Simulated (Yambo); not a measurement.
# Ge (Fd-3m) in Yambo: further runs

The runs below take Ge through energy-loss spectrum, with PBE.

Program: Yambo 5.3.0. These are calculated values, not measurements. Logs are shortened: lines on timing, memory, paths and dates and some standing lists are left out, and cuts for length are marked.

**Measured values to compare with.**

From “Electronic and optical properties of SixGe1-x-ySny alloys lattice-matched to Ge”, 2021, arxiv:2109.02782, for a bulk crystal of Ge: band gap 0.807 eV (direct) at 300 K; band gap 0.666 eV (indirect) at 293 K.

The runs below are set against these values where they give the same quantity.

## (1) The crystal as given

It takes space group Fd-3m (No. 227, cubic). The conventional cell has a = 5.658 Å, b = 5.658 Å, c = 5.658 Å, α = 90.00°, β = 90.00°, γ = 90.00°. Around Ge (site symmetry -43m) lie 4 Ge at 2.45 Å.

## (2) Energy-loss spectrum, PBE

eels4.in

```
optics
chi
Chimod= "HARTREE"
% BndsRnXd
 1 | 44 |
%
NGsBlkXd= 3 Ry
% LongDrXd
 1 | 1 | 1 |
%
% QpntsRXd
 6 | 6 |
%
% EnRngeXd
 0 | 50 | eV
%
% DmRngeXd
 0.3 | 0.3 | eV
%
ETStpsXd= 250
```

scf.in

```
&CONTROL
  calculation = 'scf'
  prefix = 'pwscf'
  outdir = './tmp'
  pseudo_dir = './pseudo'
/
&SYSTEM
  ibrav = 0
  nat = 2
  ntyp = 1
  ecutwfc = 78
  nbnd = 21
  occupations = 'smearing'
  smearing = 'fd'
  degauss = 0.00367493
  force_symmorphic = .true.
/
&ELECTRONS
  conv_thr = 4d-10
  electron_maxstep = 120
  mixing_beta = 0.5
/
ATOMIC_SPECIES
Ge    72.6300 Ge.upf
CELL_PARAMETERS angstrom
   0.0000000000    2.8289100000    2.8289100000
   2.8289100000    0.0000000000    2.8289100000
   2.8289100000    2.8289100000    0.0000000000
ATOMIC_POSITIONS crystal
Ge     0.7500000000    0.7500000000    0.7500000000
Ge     0.5000000000    0.5000000000    0.5000000000
K_POINTS automatic
12 12 12 0 0 0
```

nscf.in

```
&CONTROL
  calculation = 'nscf'
  prefix = 'pwscf'
  outdir = './tmp'
  pseudo_dir = './pseudo'
/
&SYSTEM
  ibrav = 0
  nat = 2
  ntyp = 1
  ecutwfc = 78
  nbnd = 44
  occupations = 'smearing'
  smearing = 'fd'
  degauss = 0.00367493
  force_symmorphic = .true.
/
&ELECTRONS
  conv_thr = 1d-08
  diago_full_acc = .true.
  diago_thr_init = 1d-06
/
ATOMIC_SPECIES
Ge    72.6300 Ge.upf
CELL_PARAMETERS angstrom
   0.0000000000    2.8289100000    2.8289100000
   2.8289100000    0.0000000000    2.8289100000
   2.8289100000    2.8289100000    0.0000000000
ATOMIC_POSITIONS crystal
Ge     0.7500000000    0.7500000000    0.7500000000
Ge     0.5000000000    0.5000000000    0.5000000000
K_POINTS automatic
12 12 12 0 0 0
```

Potentials or basis: PseudoDojo 0.4.1 SR PBE standard.

Run with:

```
$ OMP_NUM_THREADS=1 pw.x -in scf.in > scf.out
$ OMP_NUM_THREADS=1 pw.x -in nscf.in > nscf.out
$ cd tmp/pwscf.save; p2y; mv SAVE ../..; cd ../..
$ OMP_NUM_THREADS=1 yambo
$ OMP_NUM_THREADS=1 yambo -F eels4.in -J eels4 -C eels4_out
```

Yambo's report:

```text
[... sections 02.01 to 02.04 as in the set-up run ...]

[... 5 lines left out ...]
  [X] Bosonic    Temperature                        :  0.258606E-1   300.100    [eV K]
  [X] Finite Temperature mode                       : yes
  [X] El. density                                   :  0.61840E+24 [cm-3]
  [X] Fermi Level                                   :  9.590433 [eV]

  [X] === Gaps and Widths ===
  [X] Conduction Band Min                           :  9.590433 [eV]
  [X] Valence Band Max                              :  9.590433 [eV]
  [X] Filled Bands                                  :  11
  [X] Metallic Bands                                :  12  15
  [X] Empty Bands                                   :   16   44

  [X] === Metallic Characters ===
  [X] N of el / N of met el                         :  28.00000   5.99976
  [X] Average metallic occ.                         :  0.374985

  [WARNING] [X] Metallic system

 [03] Transferred momenta grid and indexing
 ==========================================

 IBZ Q-points                                      :   72
 BZ  Q-points                                      :  1728

 K/Q-points units:
 rlu = crystal or reduced units; cc = cartesian coordinates; iku = interal k-units

 Q [ 1]         [rlu]:  0.000000  0.000000  0.000000
 Q [ 2]         [rlu]: -0.11216E-17 -0.11216E-17  0.83333E-01
 Q [ 3]         [rlu]:  0.95643E-17 -0.18191E-16  0.16667
 Q [ 4]         [rlu]: -0.12946E-17 -0.12946E-17  0.25000
 Q [ 5]         [rlu]:  0.19129E-16 -0.36383E-16  0.33333
 Q [ 6]         [rlu]:  0.60271E-18  0.60271E-18  0.41667
 Q [ 7]         [rlu]:  0.25892E-17  0.25892E-17 -0.50000
 Q [ 8]         [rlu]:  0.28986E-17  0.83333E-01  0.83333E-01
 Q [ 9]         [rlu]:  0.19838E-17  0.83333E-01  0.16667
 Q [10]         [rlu]:  0.11635E-16  0.83333E-01  0.25000
 Q [11]         [rlu]: -0.24910E-16  0.83333E-01  0.33333
 Q [12]         [rlu]: -0.34594E-18  0.83333E-01  0.41667
 Q [13]         [rlu]:  0.64272E-17  0.83333E-01  0.50000
 Q [14]         [rlu]:  0.58100E-16  0.83333E-01 -0.41667
 Q [15]         [rlu]: -0.88838E-17  0.83333E-01 -0.33333
[... 33 lines left out ...]
 Q [49]         [rlu]:  0.083333  0.250000  0.333333
 Q [50]         [rlu]:  0.083333  0.250000  0.416667

 Remaining 22 points informations can be written running with -fatlog

 [04] Optics
 ===========

 [WF-X loader] Normalization (few states)  min/max  :  0.28299E-17   1.0000

 [X-CG] R(p) Tot o/o(of R):    78812   729055      100
```

It took 8.3 min on 1 thread of Arm Neoverse V1, shared host; peak memory 0.97 GiB.

Results:

```yaml
Band_gap_on_the_k_mesh_mean-field_level: none (metal or under the smearing width)
Peak_of_the_energy-loss_function: 18.5 eV
```

Energy-loss function at q = [0.0, 0.0, 0.41667] (reciprocal lattice):
```tsv
energy (eV)	loss
0.0	0.000
2.2	0.011
4.4	0.057
6.4	0.101
8.6	0.161
10.8	0.311
13.1	0.458
15.3	1.027
17.5	2.028
19.5	1.924
21.7	0.722
23.9	0.287
26.1	0.230
28.3	0.261
30.5	0.267
32.5	0.224
34.7	0.206
36.9	0.227
39.2	0.187
41.4	0.144
43.6	0.149
45.6	0.136
47.8	0.142
50.0	0.131
```

Caveat: the ground state has no gap, which makes the many-body step unreliable.

## (3) Energy-loss spectrum, PBE

eels5.in

```
optics
chi
Chimod= "HARTREE"
% BndsRnXd
 1 | 44 |
%
NGsBlkXd= 3 Ry
% LongDrXd
 1 | 1 | 1 |
%
% QpntsRXd
 7 | 7 |
%
% EnRngeXd
 0 | 50 | eV
%
% DmRngeXd
 0.3 | 0.3 | eV
%
ETStpsXd= 250
```

scf.in is that of step 2.

nscf.in is that of step 2.

Potentials or basis: PseudoDojo 0.4.1 SR PBE standard.

Run with:

```
$ OMP_NUM_THREADS=1 pw.x -in scf.in > scf.out
$ OMP_NUM_THREADS=1 pw.x -in nscf.in > nscf.out
$ cd tmp/pwscf.save; p2y; mv SAVE ../..; cd ../..
$ OMP_NUM_THREADS=1 yambo
$ OMP_NUM_THREADS=1 yambo -F eels5.in -J eels5 -C eels5_out
```

Yambo's report:

```text
[... sections 02.01 to 02.04 as in the set-up run ...]

[... 5 lines left out ...]
  [X] Bosonic    Temperature                        :  0.258606E-1   300.100    [eV K]
  [X] Finite Temperature mode                       : yes
  [X] El. density                                   :  0.61840E+24 [cm-3]
  [X] Fermi Level                                   :  9.590433 [eV]

  [X] === Gaps and Widths ===
  [X] Conduction Band Min                           :  9.590433 [eV]
  [X] Valence Band Max                              :  9.590433 [eV]
  [X] Filled Bands                                  :  11
  [X] Metallic Bands                                :  12  15
  [X] Empty Bands                                   :   16   44

  [X] === Metallic Characters ===
  [X] N of el / N of met el                         :  28.00000   5.99976
  [X] Average metallic occ.                         :  0.374985

  [WARNING] [X] Metallic system

 [03] Transferred momenta grid and indexing
 ==========================================

 IBZ Q-points                                      :   72
 BZ  Q-points                                      :  1728

 K/Q-points units:
 rlu = crystal or reduced units; cc = cartesian coordinates; iku = interal k-units

 Q [ 1]         [rlu]:  0.000000  0.000000  0.000000
 Q [ 2]         [rlu]: -0.11216E-17 -0.11216E-17  0.83333E-01
 Q [ 3]         [rlu]:  0.95643E-17 -0.18191E-16  0.16667
 Q [ 4]         [rlu]: -0.12946E-17 -0.12946E-17  0.25000
 Q [ 5]         [rlu]:  0.19129E-16 -0.36383E-16  0.33333
 Q [ 6]         [rlu]:  0.60271E-18  0.60271E-18  0.41667
 Q [ 7]         [rlu]:  0.25892E-17  0.25892E-17 -0.50000
 Q [ 8]         [rlu]:  0.28986E-17  0.83333E-01  0.83333E-01
 Q [ 9]         [rlu]:  0.19838E-17  0.83333E-01  0.16667
 Q [10]         [rlu]:  0.11635E-16  0.83333E-01  0.25000
 Q [11]         [rlu]: -0.24910E-16  0.83333E-01  0.33333
 Q [12]         [rlu]: -0.34594E-18  0.83333E-01  0.41667
 Q [13]         [rlu]:  0.64272E-17  0.83333E-01  0.50000
 Q [14]         [rlu]:  0.58100E-16  0.83333E-01 -0.41667
 Q [15]         [rlu]: -0.88838E-17  0.83333E-01 -0.33333
[... 33 lines left out ...]
 Q [49]         [rlu]:  0.083333  0.250000  0.333333
 Q [50]         [rlu]:  0.083333  0.250000  0.416667

 Remaining 22 points informations can be written running with -fatlog

 [04] Optics
 ===========

 [WF-X loader] Normalization (few states)  min/max  :  0.28299E-17   1.0000

 [X-CG] R(p) Tot o/o(of R):    49234   729055      100
```

It took 7.4 min on 1 thread of Arm Neoverse V1, shared host; peak memory 0.97 GiB.

What came out:

| Quantity | Value |
| --- | --- |
| Band gap on the k mesh, mean-field level | none (metal or under the smearing width) |
| Peak of the energy-loss function | 19.5 eV |

Energy-loss function at q = [0.0, 0.0, -0.5] (reciprocal lattice):
```csv
energy (eV),loss
0.0,0.000
2.2,0.010
4.4,0.055
6.4,0.096
8.6,0.151
10.8,0.256
13.1,0.380
15.3,0.735
17.5,1.328
19.5,1.747
21.7,1.230
23.9,0.426
26.1,0.280
28.3,0.299
30.5,0.292
32.5,0.235
34.7,0.214
36.9,0.228
39.2,0.189
41.4,0.144
43.6,0.148
45.6,0.135
47.8,0.142
50.0,0.130
```

Caveat: the ground state has no gap, which makes the many-body step unreliable.

## (4) Energy-loss spectrum, PBE

eels6.in

```
optics
chi
Chimod= "HARTREE"
% BndsRnXd
 1 | 44 |
%
NGsBlkXd= 3 Ry
% LongDrXd
 1 | 1 | 1 |
%
% QpntsRXd
 8 | 8 |
%
% EnRngeXd
 0 | 50 | eV
%
% DmRngeXd
 0.3 | 0.3 | eV
%
ETStpsXd= 250
```

scf.in is that of step 3.

nscf.in is that of step 3.

Potentials or basis: PseudoDojo 0.4.1 SR PBE standard.

Run with:

```
$ OMP_NUM_THREADS=1 pw.x -in scf.in > scf.out
$ OMP_NUM_THREADS=1 pw.x -in nscf.in > nscf.out
$ cd tmp/pwscf.save; p2y; mv SAVE ../..; cd ../..
$ OMP_NUM_THREADS=1 yambo
$ OMP_NUM_THREADS=1 yambo -F eels6.in -J eels6 -C eels6_out
```

Yambo's report:

```text
[... sections 02.01 to 02.04 as in the set-up run ...]

  [02.05] Energies & Occupations
  ==============================

  [X] === General ===
  [X] Electronic Temperature                        :  0.258606E-1   300.100    [eV K]
  [X] Bosonic    Temperature                        :  0.258606E-1   300.100    [eV K]
  [X] Finite Temperature mode                       : yes
  [X] El. density                                   :  0.61840E+24 [cm-3]
  [X] Fermi Level                                   :  9.590433 [eV]

  [X] === Gaps and Widths ===
  [X] Conduction Band Min                           :  9.590433 [eV]
  [X] Valence Band Max                              :  9.590433 [eV]
  [X] Filled Bands                                  :  11
  [X] Metallic Bands                                :  12  15
  [X] Empty Bands                                   :   16   44

  [X] === Metallic Characters ===
  [X] N of el / N of met el                         :  28.00000   5.99976
  [X] Average metallic occ.                         :  0.374985

  [WARNING] [X] Metallic system

 [03] Transferred momenta grid and indexing
 ==========================================

 IBZ Q-points                                      :   72
 BZ  Q-points                                      :  1728

 K/Q-points units:
 rlu = crystal or reduced units; cc = cartesian coordinates; iku = interal k-units

 Q [ 1]         [rlu]:  0.000000  0.000000  0.000000
 Q [ 2]         [rlu]: -0.11216E-17 -0.11216E-17  0.83333E-01
 Q [ 3]         [rlu]:  0.95643E-17 -0.18191E-16  0.16667
 Q [ 4]         [rlu]: -0.12946E-17 -0.12946E-17  0.25000
 Q [ 5]         [rlu]:  0.19129E-16 -0.36383E-16  0.33333
 Q [ 6]         [rlu]:  0.60271E-18  0.60271E-18  0.41667
 Q [ 7]         [rlu]:  0.25892E-17  0.25892E-17 -0.50000
 Q [ 8]         [rlu]:  0.28986E-17  0.83333E-01  0.83333E-01
 Q [ 9]         [rlu]:  0.19838E-17  0.83333E-01  0.16667
 Q [10]         [rlu]:  0.11635E-16  0.83333E-01  0.25000
 Q [11]         [rlu]: -0.24910E-16  0.83333E-01  0.33333
 Q [12]         [rlu]: -0.34594E-18  0.83333E-01  0.41667
 Q [13]         [rlu]:  0.64272E-17  0.83333E-01  0.50000
 Q [14]         [rlu]:  0.58100E-16  0.83333E-01 -0.41667
 Q [15]         [rlu]: -0.88838E-17  0.83333E-01 -0.33333
 Q [16]         [rlu]:  0.32242E-16  0.83333E-01 -0.25000
 Q [17]         [rlu]:  0.12946E-17  0.83333E-01 -0.16667
 Q [18]         [rlu]:  0.43135E-17  0.83333E-01 -0.83333E-01
 Q [19]         [rlu]:  0.57972E-17  0.16667      0.16667
 Q [20]         [rlu]: -0.70254E-17  0.16667      0.25000
 Q [21]         [rlu]:  0.95643E-17  0.16667      0.33333
 Q [22]         [rlu]: -0.20769E-16  0.16667      0.41667
 Q [23]         [rlu]:  0.10847E-16  0.16667      0.50000
 Q [24]         [rlu]:  0.18203E-16  0.16667     -0.41667
 Q [25]         [rlu]:  0.25892E-17  0.16667     -0.33333
 Q [26]         [rlu]: -0.60271E-18  0.16667     -0.25000
 Q [27]         [rlu]:  0.86270E-17  0.16667     -0.16667
 Q [28]         [rlu]:  0.86959E-17  0.25000      0.25000
 Q [29]         [rlu]:  0.99578E-17  0.25000      0.33333
 Q [30]         [rlu]:  0.11635E-16  0.25000      0.41667
 Q [31]         [rlu]: -0.12260E-16  0.25000      0.50000
 Q [32]         [rlu]:  0.89730E-17  0.25000     -0.41667
 Q [33]         [rlu]: -0.66406E-17  0.25000     -0.33333
 Q [34]         [rlu]:  0.25892E-17  0.25000     -0.25000
 Q [35]         [rlu]:  0.11594E-16  0.33333      0.33333
 Q [36]         [rlu]: -0.10859E-16  0.33333      0.41667
 Q [37]         [rlu]:  0.20758E-16  0.33333      0.50000
 Q [38]         [rlu]:  0.14039E-16  0.33333      0.58333
 Q [39]         [rlu]:  0.89730E-17  0.33333     -0.33333
 Q [40]         [rlu]: -0.91219E-17  0.41667      0.41667
 Q [41]         [rlu]:  0.18046E-16  0.41667      0.50000
 Q [42]         [rlu]:  0.22828E-16  0.41667      0.58333
 Q [43]         [rlu]: -0.17392E-16 -0.50000     -0.50000
 Q [44]         [rlu]:  0.083333  0.166667  0.250000
 Q [45]         [rlu]:  0.083333  0.166667  0.333333
 Q [46]         [rlu]:  0.083333  0.166667  0.416667
 Q [47]         [rlu]:  0.083333  0.166667  0.500000
 Q [48]         [rlu]:  0.083333  0.166667 -0.416667
 Q [49]         [rlu]:  0.083333  0.250000  0.333333
 Q [50]         [rlu]:  0.083333  0.250000  0.416667

 Remaining 22 points informations can be written running with -fatlog

 [04] Optics
 ===========

 [WF-X loader] Normalization (few states)  min/max  :  0.28299E-17   1.0000

 [X-CG] R(p) Tot o/o(of R):    68126   729050      100
```

It took 7.9 min on 1 thread of Arm Neoverse V1, shared host; peak memory 0.98 GiB.

What came out:

- Band gap on the k mesh, mean-field level: none (metal or under the smearing width)
- Peak of the energy-loss function: 16.3 eV

Energy-loss function at q = [0.0, 0.083333, 0.083333] (reciprocal lattice):
| energy (eV) | loss |
| --- | --- |
| 0.0 | 0.000 |
| 2.2 | 0.025 |
| 4.4 | 0.060 |
| 6.4 | 0.107 |
| 8.6 | 0.232 |
| 10.8 | 0.464 |
| 13.1 | 1.077 |
| 15.3 | 3.332 |
| 17.5 | 2.183 |
| 19.5 | 0.664 |
| 21.7 | 0.256 |
| 23.9 | 0.111 |
| 26.1 | 0.156 |
| 28.3 | 0.208 |
| 30.5 | 0.227 |
| 32.5 | 0.206 |
| 34.7 | 0.194 |
| 36.9 | 0.220 |
| 39.2 | 0.192 |
| 41.4 | 0.149 |
| 43.6 | 0.152 |
| 45.6 | 0.141 |
| 47.8 | 0.144 |
| 50.0 | 0.136 |

Caveat: the ground state has no gap, which makes the many-body step unreliable.

## (5) How close it comes

Step 2. A measured gap of Ge is 0.807 eV (direct; 300 K; “Electronic and optical properties of SixGe1-x-ySny alloys lattice-matched to Ge”, 2021, arxiv:2109.02782); the calculated 0.00 eV misses it by -0.81 eV. 3 values of this kind are on record (0.666 to 0.807 eV); this one was drawn at random among those near their median. Spin-orbit coupling on Ge is left out. The value is that of PBE on a finite k mesh, which can miss the band edges, without temperature or zero-point motion. Semilocal functionals fall short of measured gaps as a rule.

Step 3. A measured gap of Ge is 0.666 eV (indirect; 293 K; “Electronic and optical properties of SixGe1-x-ySny alloys lattice-matched to Ge”, 2021, arxiv:2109.02782); the calculated 0.00 eV misses it by -0.67 eV. 3 values of this kind are on record (0.666 to 0.807 eV); this one was drawn at random among those near their median. Spin-orbit coupling on Ge is left out. The value is that of PBE on a finite k mesh, which can miss the band edges, without temperature or zero-point motion. Semilocal functionals fall short of measured gaps as a rule.

Step 4. Measured gap of Ge: 0.666 eV (indirect; 293 K; “Electronic and optical properties of SixGe1-x-ySny alloys lattice-matched to Ge”, 2021, arxiv:2109.02782). This calculation gives 0.00 eV (-0.67 eV). 3 values of this kind are on record (0.666 to 0.807 eV); this one was drawn at random among those near their median. Spin-orbit coupling on Ge is left out. The value is that of PBE on a finite k mesh, which can miss the band edges, without temperature or zero-point motion. Semilocal functionals fall short of measured gaps as a rule.
